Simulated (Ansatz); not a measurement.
# TaTi₃, space group Pm-3m: an equation of state with a fit

Computed with the Ansatz DFT code, driven from Python.

At the Python prompt:
```pycon
>>> import ansatz as az
>>> import numpy as np
>>> from scipy.optimize import curve_fit
>>> vectors0 = np.array([
...     [4.13305, 0.0, 0.0],
...     [0.0, 4.13305, 0.0],
...     [0.0, 0.0, 4.13305],
... ])
>>> sites = [
...     ('Ti', [0.0, 0.5, 0.5]),
...     ('Ti', [0.5, 0.0, 0.5]),
...     ('Ti', [0.5, 0.5, 0.0]),
...     ('Ta', [0.0, 0.0, 0.0]),
... ]
>>> def build(cell):
...     crystal = az.Crystal(lattice=az.Lattice.of(cell))
...     for symbol, position in sites:
...         crystal = crystal.atom(symbol, position)
...     return crystal
...
>>> def vinet(v, e0, v0, b0, b1):
...     eta = (v / v0) ** (1 / 3)
...     return e0 + 2 * b0 * v0 / (b1 - 1) ** 2 * (2 - (5 + 3 * b1 * (eta - 1) - 3 * eta) * np.exp(-1.5 * (b1 - 1) * (eta - 1)))
...
>>> volumes, energies, pressures = [], [], []
>>> for scale in np.linspace(0.9, 1.1, 9):
...     cell = vectors0 * scale ** (1 / 3)
...     model = (
...         build(cell).calculation()
...         .scf(tolerance=1e-06, extra_bands=12)
...         .functional('lda')
...         .accuracy('low')
...         .basis(380, xc_grid=2)
...         .mixing('anderson', ndim=4, beta=0.6)
...         .occupations('Fermi-Dirac')
...         .kpoints(6, 6, 6)
...         .stress()
...     )
...     report = model.run(threads=1).report
...     volumes.append(abs(np.linalg.det(cell)) / len(sites))
...     energies.append(report['free_energy_ev'] / len(sites))
...     pressures.append(np.trace(report['stress_gpa']) / 3)
...     print(f'V = {volumes[-1]:8.4f} A^3/atom  F = {energies[-1]:.5f} eV/atom  P = {pressures[-1]:8.3f} GPa')
...
DeckWarning: basis.ecutwfc = 380 eV is below the records' recommended 420 eV, and the density's cutoff is lower with it unless basis.ecutrho_ratio is high enough to keep the records' density cutoff: compare with a run at a higher cutoff
DeckWarning: output.stress: scf.convergence.dr2_threshold = 1e-6 eV is looser than the 4e-10 eV advised for a printed stress (1e-10 eV for each atom of the cell: 4). What an SCF threshold leaves in a stress goes as its square root, and in the free energy as [...]
V =  15.8853 A^3/atom  F = -4258.30095 eV/atom  P =    4.776 GPa
V =  16.3265 A^3/atom  F = -4258.30821 eV/atom  P =    0.587 GPa
V =  16.7678 A^3/atom  F = -4258.30466 eV/atom  P =   -3.120 GPa
V =  17.2090 A^3/atom  F = -4258.29142 eV/atom  P =   -6.410 GPa
V =  17.6503 A^3/atom  F = -4258.26971 eV/atom  P =   -9.315 GPa
V =  18.0916 A^3/atom  F = -4258.24046 eV/atom  P =  -11.881 GPa
V =  18.5328 A^3/atom  F = -4258.20454 eV/atom  P =  -14.156 GPa
V =  18.9741 A^3/atom  F = -4258.16275 eV/atom  P =  -16.165 GPa
V =  19.4153 A^3/atom  F = -4258.11571 eV/atom  P =  -17.930 GPa
>>> guess = (min(energies), volumes[int(np.argmin(energies))], 0.5, 4.5)
>>> (e0, v0, b0, b1), _ = curve_fit(vinet, np.array(volumes), np.array(energies), p0=guess, maxfev=20000)
>>> print(f'Vinet fit: V0 = {v0:.4f} A^3/atom, B0 = {160.21766 * b0:.1f} GPa, B1 = {b1:.2f}')
Vinet fit: V0 = 16.3932 A^3/atom, B0 = 143.7 GPa, B1 = 3.52
>>> print('largest residual', round(1000 * float(np.abs(vinet(np.array(volumes), e0, v0, b0, b1) - energies).max()), 3), 'meV/atom')
largest residual 0.029 meV/atom
```

A third-order Birch-Murnaghan fit through the 9 points (the script's own form differs a little) has its minimum at 16.39 Å³ an atom, 7.1 % below the typed cell, with a bulk modulus of 144 GPa and dB/dP = 3.6. From that minimum the energy rises by 7.4 meV an atom on the compressed side and 192.6 meV on the expanded side. The window is off centre, so dB/dP is rough.

What to keep in mind:
- The settings weren't tested for convergence.
- The cutoff lies under the one recommended for these potentials.
- Spin is left out of this run.
- Under the recommended cutoff a pressure can be off by several GPa, even in sign.
- For a metal this k-point mesh is coarse: on a finer one energies can move by several to tens of meV an atom and pressures by half a GPa or more, differences at one mesh by less.
- Pressure is positive in compression.
- Spin-orbit coupling, which matters for elements this heavy, is left out.
- This cell is a computed structure, which may not be the phase found in nature.
- Warnings are shown shortened and without file and line.
- It ran for 22 s on 1 thread of Arm Neoverse V1, with other jobs on the host, peak memory 0.46 GiB.
